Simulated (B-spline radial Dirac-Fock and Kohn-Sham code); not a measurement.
# Inner shells of Dy⁵⁴⁺

Wanted for dysprosium as Dy⁵⁴⁺: its X-ray form factor and Compton profile, the binding energy of each subshell and how cheaper methods do for the levels.

Method: a free atom or ion on a radial basis; each step names its model; computed with B-spline radial Dirac-Fock and Kohn-Sham code, version 2.

## Step 1: The system

Dysprosium as Dy⁵⁴⁺, [Ne] 3s2.

| Item | Value |
| --- | --- |
| nuclear charge | 66 |
| electrons | 12 |
| mass number | 164 |
| nuclear rms radius | 5.2218 fm |

## Step 2: X-ray scattering functions

Model: Dirac-Fock average of configuration, finite nucleus; form factor of the spherical density, Waller-Hartree incoherent function, impulse-approximation Compton profiles.

Recorded inputs:

```ini
task = scatter
Z = 66
charge = 54
configuration = 1s2 2s2 2p6 3s2
mass_number = 164
rms_radius = 5.2218  # fm
s = [0.0, 0.08, 0.09, 0.11, 0.13, 0.16, 0.18, 0.22, 0.26, 0.31, 0.36, 0.43, 0.51, 0.6, 0.71, 0.84, 0.99, 1.17, 1.39, 1.64, 1.94, 2.3, 2.72]  # 1/A
pz = [0, 0.1, 0.14, 0.2, 0.28, 0.39, 0.55, 0.77, 1.1, 1.5, 2.1, 3.0, 4.2, 5.9, 8.3, 12.0, 16.0, 23.0, 32.0, 46.0, 64.0]  # a.u.
photon_energy = [2000, 10000, 20000, 30000, 50000, 100000, 200000, 500000]  # eV
```

The program writes no log. Results of the run, from its result record (rounded, main fields):

```text
status: converged
form_factor [e]: [12.0, 11.992, 11.99, 11.985, 11.979, 11.969, 11.961, 11.941, 11.918, 11.884, 11.844, 11.779, 11.692, 11.578, 11.418, 11.203, 10.925, 10.559, 10.077, 9.5091, 8.8304, 8.057, 7.2386]
incoherent: [6.9154e-12, 0.012929, 0.016355, 0.024405, 0.034043, 0.051446, 0.064991, 0.096667, 0.13432, 0.18949, 0.25326, 0.35607, 0.49109, 0.66236, 0.89422, 1.1911, 1.5506, 1.9861, 2.4988, 3.0343, 3.6075, 4.2244, 4.8981]
compton_total [1/a.u.]: [0.39142, 0.39136, 0.39131, 0.39119, 0.39097, 0.39055, 0.3897, 0.38807, 0.38464, 0.37902, 0.36788, 0.34648, 0.31332, 0.26758, 0.22047, 0.17986, 0.1424, 0.081913, 0.040301, 0.016559, 0.0065609]
shells: ["1s1/2", "2s1/2", "2p1/2", "2p3/2", "3s1/2"]
occupation: [2.0, 2.0, 2.0, 4.0, 2.0]
mean_momentum [a.u.]: [65.408, 23.87, 31.409, 28.702, 13.622]
r2 [bohr^2]: 0.16565
r_inverse [1/bohr]: 299.84
r1 [bohr]: 1.1063
coherent [b]: [95.543, 89.9, 76.355, 62.013, 40.764, 16.721, 5.6206, 1.0991]
incoherent_cross_section [b]: [0.01724, 0.36922, 1.0543, 1.6366, 2.4943, 3.5819, 3.8579, 3.2189]
```

The scattering functions against s = sin θ / λ:

```tsv
s (1/Å)	f (e)	f / N	S(s)
0	12.00	1.000	0
0.0900	11.99	0.999	0.01636
0.130	11.98	0.998	0.03404
0.180	11.96	0.997	0.06499
0.260	11.92	0.993	0.1343
0.360	11.84	0.987	0.2533
0.510	11.69	0.974	0.4911
0.710	11.42	0.952	0.8942
0.990	10.93	0.910	1.551
1.39	10.08	0.840	2.499
1.94	8.830	0.736	3.607
2.72	7.239	0.603	4.898
```

## Step 3: Hole states by ΔSCF

Model: Dirac-Fock average of configuration, Delta-SCF, finite nucleus, first-order Breit with its frequency dependence, self-energy and vacuum polarisation.

Recorded inputs:

```ini
task = binding
```

The program writes no log. Results of the run, from its result record (rounded, main fields):

```text
status: converged
shells: ["K", "L1", "L2", "L3", "M1"]
total_energy_parts [Ha]: [-8999.74164, 10.108232, -0.892635268, -0.149941413, 9.03705908, -1.46531854]
koopmans [eV]: [58286.7, 13058.4, 12637.4, 11807.7, 5303.75]
dirac_coulomb [eV]: [58261.9, 13054.9, 12632.1, 11803.3, 5303.53]
gaunt [eV]: [-166.959, -17.5904, -30.5208, -20.9913, -4.64687]
retardation [eV]: [11.382, 1.25879, 3.08523, 3.12364, 0.559158]
breit_frequency [eV]: [1.92254, -0.176654, -0.00941347, 1.02534, -0.0456593]
self_energy [eV]: [-98.3065, -13.9304, 0.193726, -0.939618, -3.81307]
vacuum_polarisation [eV]: [16.5353, 2.17321, 0.0397457, -0.0856879, 0.572264]
binding [eV]: [58026.5, 13026.6, 12604.9, 11785.5, 5296.15]
mean_radius [bohr]: [0.0210957, 0.0876097, 0.0731502, 0.0798283, 0.211649]
```

total_energy_parts: Dirac-Coulomb, Gaunt, retardation, frequency dependence, self-energy, vacuum polarisation. 

The binding energies by parts, in eV; the parts add up.

```tsv
level	-ε	relaxation	Breit	QED	binding
K (1s)	58286.7	-24.80	-153.65	-81.77	58026.5
L1 (2s)	13058.4	-3.53	-16.51	-11.76	13026.6
L2 (2p1/2)	12637.4	-5.34	-27.44	0.23	12604.9
L3 (2p3/2)	11807.7	-4.35	-16.84	-1.03	11785.5
M1 (3s)	5303.7	-0.22	-4.13	-3.24	5296.2
```

Line energies follow by subtraction:

```tsv
line	energy (eV)
Kα1 (K-L3)	46241.0
Kα2 (K-L2)	45421.6
Lη (L2-M1)	7308.7
Lℓ (L3-M1)	6489.3
```

## Step 4: Dirac LDA, for comparison

Model: Dirac-Kohn-Sham LDA (Slater exchange, VWN correlation), finite nucleus, spherical and without spin polarisation.

Settings, as recorded:

```ini
task = binding-ladder
method = lda,vwn
relativity = dirac
```

The program writes no log. Results of the run, from its result record (rounded, main fields):

```text
status: converged
shells: ["K", "L1", "L2", "L3", "M1"]
minus_eigenvalue [eV]: [57723.7, 12855.5, 12484.8, 11657.7, 5262.37]
delta_scf [eV]: [58254.6, 12986.8, 12643.2, 11802.8, 5315.16]
total_energy [Ha]: -8993.10018
dirac_fock_binding [eV]: [58026.5, 13026.6, 12604.9, 11785.5, 5296.15]
```

Against the Dirac-Fock value with Breit and QED (eV):

```tsv
level	-ε	miss	ΔSCF	miss	Dirac-Fock
K	57723.7	-302.8	58254.6	+228.1	58026.5
L1	12855.5	-171.1	12986.8	-39.9	13026.6
L2	12484.8	-120.1	12643.2	+38.3	12604.9
L3	11657.7	-127.8	11802.8	+17.4	11785.5
M1	5262.4	-33.8	5315.2	+19.0	5296.2
```

## Step 5: The levels by non-relativistic HF

Model: non-relativistic Hartree-Fock, average of configuration, point nucleus.

The run's settings:

```ini
task = binding-ladder
method = hf
relativity = nr
```

The program writes no log. Results of the run, from its result record (rounded, main fields):

```text
status: converged
shells: ["1s", "2s", "2p", "3s"]
minus_eigenvalue [eV]: [54772.2, 12076.5, 11723.0, 4997.39]
delta_scf [eV]: [54751.7, 12073.6, 11718.8, 4997.21]
total_energy [Ha]: -8519.95603
```

Beside the Dirac-Fock ΔSCF result with Breit and QED, in eV:

```tsv
level	-ε	miss	ΔSCF	miss	Dirac-Fock
1s	54772.2	-3254.3	54751.7	-3274.8	58026.5
2s	12076.5	-950.1	12073.6	-953.0	13026.6
2p	11723.0	-335.6	11718.8	-339.8	12058.6
3s	4997.4	-298.8	4997.2	-298.9	5296.2
```

Spin-orbit partners are averaged with weights 2j + 1.

## Step 6: Cost and miss by method

| method | level | eigenvalue miss (%) | ΔSCF miss (%) | time |
| --- | --- | --- | --- | --- |
| Dirac LDA | K | -0.52 | +0.39 | 0.43 s |
| non-relativistic HF | 1s | -5.61 | -5.64 | 0.07 s |
| Dirac-Fock + Breit + QED | all | - | reference | 0.76 s |

Times cover the ground state and all hole states of a step, on one thread of a shared host; states solved in an earlier step are reused, and a first call can include compiling.

## Step 7: Outcome

| quantity | value |
| --- | --- |
| rms radius of the electron cloud | 0.117 bohr |
| Compton profile at zero | 0.3914 1/a.u. |
| deepest level listed, K (1s) | 58026.5 eV |
| least bound, M1 (3s) | 5296.2 eV |
| Kα1 | 46241.0 eV |
| ionisation energy, NIST (theoretical) | 5296.00 eV |
| Dirac LDA, K: eigenvalue / ΔSCF | 57723.7 / 58254.6 eV |
| non-relativistic HF, 1s: eigenvalue / ΔSCF | 54772.2 / 54751.7 eV |

**Reading.** The cloud is so compact that f stays above half of 12 out to s = 2.72 1/Å. Incoherent scattering outweighs coherent from 500 keV on, among the energies asked. For K (1s), relaxation takes off 24.8 eV, Breit terms shift it by -153.65 and QED by -81.77 eV. NIST's ionisation energy differs by -0.15 eV from the least binding energy, within its stated uncertainty. Dirac LDA misses the K level by -0.5 % with its eigenvalue and by +0.4 % with ΔSCF. Breit and QED terms, which only the reference holds, shift this level by tenths of a per cent, so the eigenvalue's nearness can be cancellation. Non-relativistic HF misses the 1s level by -5.6 % with its eigenvalue and by -5.6 % with ΔSCF, as relativity is missing. The Hartree-Fock and Dirac-Fock values hold no electron correlation.
